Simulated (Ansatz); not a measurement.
**AsCl₃H₃In: small, medium and large basis sets**

The task here is to estimate one member of a computed series from the others.

Method: one geometry, several basis sets; program: Ansatz 0.2.0, Gaussian basis.

The runs, in order: PBE0-D4/def2-SVP; ωB97M-V/def2-SVP; PBE0-D4/def2-QZVPP; ωB97M-V/def2-QZVPP; the functionals' def2-TZVPP values are taken from earlier runs.

**Structure used throughout**

All runs share one geometry, relaxed beforehand with PBE0-D4 in a triple-zeta def2 set. In takes the def2 core potential; no spin-orbit term is included.

SMILES `[Cl][In-]([Cl])([Cl])[AsH3+]`, 8 atoms, charge 0, spin multiplicity 1.

Atoms are counted from 1 here; the program's logs count them from 0.

Bond lengths: Cl1–In2 2.324 Å, In2–Cl3 2.325 Å, In2–Cl4 2.324 Å, In2–As5 2.802 Å, As5–H6 1.504 Å, As5–H7 1.504 Å, As5–H8 1.504 Å. Angles: Cl1–In2–Cl3 117.9°, Cl1–In2–Cl4 117.9°, Cl1–In2–As5 98.6°, Cl3–In2–Cl4 117.9°, Cl3–In2–As5 98.3°, Cl4–In2–As5 98.5°, In2–As5–H6 118.7°, In2–As5–H7 118.3°, In2–As5–H8 118.6°, H6–As5–H7 99.1°, H6–As5–H8 99.1°, H7–As5–H8 99.1°.

Set-up of the first run:

Contents of in.yaml:

```yaml
crystal:
  periodic: [false, false, false]
  atoms:
    - {symbol: Cl, position_ang: [-0.789253, -2.096689, 1.955339]}
    - {symbol: In, position_ang: [0.456090, -1.480675, 0.092227]}
    - {symbol: Cl, position_ang: [2.734953, -1.122148, 0.378076]}
    - {symbol: Cl, position_ang: [-0.277135, -2.200689, -1.992557]}
    - {symbol: As, position_ang: [-0.354182, 1.195178, -0.087099]}
    - {symbol: H, position_ang: [-1.340539, 1.721258, 0.919402]}
    - {symbol: H, position_ang: [0.694296, 2.267798, 0.026032]}
    - {symbol: H, position_ang: [-1.031929, 1.658766, -1.347419]}
basis:
  gaussian: {orbitals: def2-SVP}
hamiltonian: {xc: pbe0, dispersion: d4}
output: {orbitals: {seedname: orbitals}}
```

Started as:

```console
ansatz run in.yaml --threads 4 --pin off --events-out ev --progress --plain --max-ram 11315MiB
```

Steps of the session up to this table: PBE0-D4 in def2-SVP; ωB97M-V in def2-SVP; PBE0-D4 in def2-QZVPP; ωB97M-V in def2-QZVPP.

One table of the session follows, with a row left open; its other results are not shown here.

It belongs to the step «Functionals by basis». 

| functional | basis | HOMO (eV) | LUMO (eV) |
| --- | --- | --- | --- |
| PBE0-D4 | def2-SVP | -8.51 | -1.74 |
| PBE0-D4 | def2-TZVPP | -8.77 | -1.96 |
| PBE0-D4 | def2-QZVPP | -8.80 | -2.04 |
| ωB97M-V | def2-SVP | -10.74 | 0.31 |
| ωB97M-V | def2-TZVPP | ? | ? |
| ωB97M-V | def2-QZVPP | -10.97 | -0.23 |

**Question.** Estimate the row for ωB97M-V, def2-TZVPP.

**Answer.** HOMO (eV): -10.94; LUMO (eV): -0.03. In the column «HOMO (eV)» it lies between ωB97M-V, def2-QZVPP (-10.97) and ωB97M-V, def2-SVP (-10.74).
